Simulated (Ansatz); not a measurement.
# CH₅GaS: how energies converge with the basis set

One table from this session's results is given with a row withheld; the runs are named, their logs left out.

Computed with Ansatz 0.2.0, Gaussian basis. Level: one geometry, several basis sets.

Plan: PBE0-D4/def2-SVP; ωB97M-V/def2-SVP; PBE0-D4/def2-QZVPP; ωB97M-V/def2-QZVPP; the functionals' def2-TZVPP values are taken from earlier runs.

### The geometry

An earlier PBE0-D4 in a triple-zeta def2 set relaxation fixed the geometry.

SMILES `[CH3][GaH][SH]`, 8 atoms, charge 0, spin multiplicity 1.

Atoms are counted from 1 here; the program's logs count them from 0.

Bond lengths: C1–Ga2 1.960 Å, C1–H4 1.093 Å, C1–H5 1.090 Å, C1–H6 1.093 Å, Ga2–S3 2.208 Å, Ga2–H7 1.564 Å, S3–H8 1.343 Å. Angles: Ga2–C1–H4 110.0°, Ga2–C1–H5 112.0°, Ga2–C1–H6 109.8°, H4–C1–H5 108.8°, H4–C1–H6 107.4°, H5–C1–H6 108.7°, C1–Ga2–S3 119.9°, C1–Ga2–H7 126.4°, S3–Ga2–H7 113.7°, Ga2–S3–H8 95.1°.

Set-up of the first run:

in.yaml

```yaml
crystal:
  periodic: [false, false, false]
  atoms:
    - {symbol: C, position_ang: [-0.822553, 0.630345, -0.510682]}
    - {symbol: Ga, position_ang: [0.973553, 0.037588, 0.003719]}
    - {symbol: S, position_ang: [1.217461, -1.725938, 1.309052]}
    - {symbol: H, position_ang: [-0.967201, 1.675385, -0.226068]}
    - {symbol: H, position_ang: [-1.600865, 0.027156, -0.042948]}
    - {symbol: H, position_ang: [-0.936332, 0.569333, -1.595989]}
    - {symbol: H, position_ang: [2.326347, 0.695612, -0.424363]}
    - {symbol: H, position_ang: [-0.098211, -1.966581, 1.431377]}
basis:
  gaussian: {orbitals: def2-SVP}
hamiltonian: {xc: pbe0, dispersion: d4}
output: {orbitals: {seedname: orbitals}}
```

Among the steps run: PBE0-D4 in def2-SVP; ωB97M-V in def2-SVP; PBE0-D4 in def2-QZVPP; ωB97M-V in def2-QZVPP.

One of the session's tables, all rows but one given; the rest of the session is left out.

It belongs to the step «Density functionals: the series». 

| functional | basis | HOMO (eV) |
| --- | --- | --- |
| PBE0-D4 | def2-SVP | -7.41 |
| PBE0-D4 | def2-TZVPP | ? |
| PBE0-D4 | def2-QZVPP | -7.54 |
| ωB97M-V | def2-SVP | -9.55 |
| ωB97M-V | def2-TZVPP | -9.71 |
| ωB97M-V | def2-QZVPP | -9.73 |

**Question.** Estimate the row for PBE0-D4, def2-TZVPP.

**Answer.** HOMO (eV): -7.52. In the column «HOMO (eV)» it lies between PBE0-D4, def2-QZVPP (-7.54) and PBE0-D4, def2-SVP (-7.41).
